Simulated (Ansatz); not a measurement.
# Sr: strong compression

The task here is to estimate one member of a computed series from the others.

Computed with Ansatz 0.2.0 (DFT PBEsol, with the methods named in each step, unless a step's input says otherwise).

## The structure to begin with

The structure is cubic, space group Fm-3m (No. 225). Conventional cell: a = 5.934 Å, b = 5.934 Å, c = 5.934 Å, α = 90.00°, β = 90.00°, γ = 90.00°. Sr (site symmetry m-3m) has 12 Sr at 4.20 Å in its first shell of neighbours.

Structure file:

```cif
data_structure
_symmetry_space_group_name_H-M 'P 1'
_symmetry_Int_Tables_number 1
_cell_length_a 4.1958
_cell_length_b 4.1958
_cell_length_c 4.1958
_cell_angle_alpha 60.000
_cell_angle_beta 60.000
_cell_angle_gamma 60.000
_cell_volume 52.23
loop_
_atom_site_label
_atom_site_type_symbol
_atom_site_fract_x
_atom_site_fract_y
_atom_site_fract_z
_atom_site_occupancy
Sr1 Sr 0.00000 0.00000 0.00000 1
```

Whether this phase is the stable one at these pressures isn't tested.

The first run:

Contents of input.yaml:

```yaml
crystal:
  lattice:
    - [0.0, 2.9668574272, 2.9668574272]
    - [2.9668574272, 0.0, 2.9668574272]
    - [2.9668574272, 2.9668574272, 0.0]
  atoms:
    - { symbol: Sr, position: [0.0, 0.0, 0.0] }
kpoints:
  mp_grid: { grid: [11, 11, 11] }
scf:
  occupations: { method: fermi_dirac, width: 0.05 }
hamiltonian:
  xc: pbesol
  pseudopotentials: { kind: paw }
output:
  forces: true
  stress: true
relax:
  f_tol: 0.005
  max_steps: 40
  cell: {}
```

Started as:

```
$ ansatz run input.yaml --threads 1 --pin off --max-ram 2048MiB --backend cpu --events-out ev --progress --plain --runs-dir out
```

Among the steps run: Cell relaxed at zero pressure, PAW; Volume scaled by 1, PAW; Volume scaled by 0.92, PAW; Volume scaled by 0.84, PAW; Volume scaled by 0.76, PAW; Volume scaled by 0.68, PAW; Volume scaled by 0.6, PAW; Volume scaled by 0.52, PAW; Volume scaled by 0.45, PAW; Volume scaled by 0.45, PAW (source ansatz).

One of the session's tables, all rows but one given; the rest of the session is left out.

 The rows PAW, 0.45 and PAW (source ansatz), 0.45 agree to the last digit and may rest on the same set-up.

```
             method  volume over the first  volume (Å³/atom)  pressure (GPa)
                PAW                      1            51.904            0.00
                PAW                   0.92            47.752            1.19
                PAW                   0.84            43.600            2.92
                PAW                   0.76            39.447            5.38
                PAW                   0.68                 ?               ?
                PAW                    0.6            31.143           13.54
                PAW                   0.52            26.990           20.40
                PAW                   0.45            23.357           29.52
PAW (source ansatz)                   0.45            23.357           29.52
```

Estimate the missing values for PAW, 0.68.

The run gave: volume (Å³/atom): 35.295; pressure (GPa): 8.71. In the column «volume (Å³/atom)» it lies between PAW, 0.6 (31.143) and PAW, 0.76 (39.447).
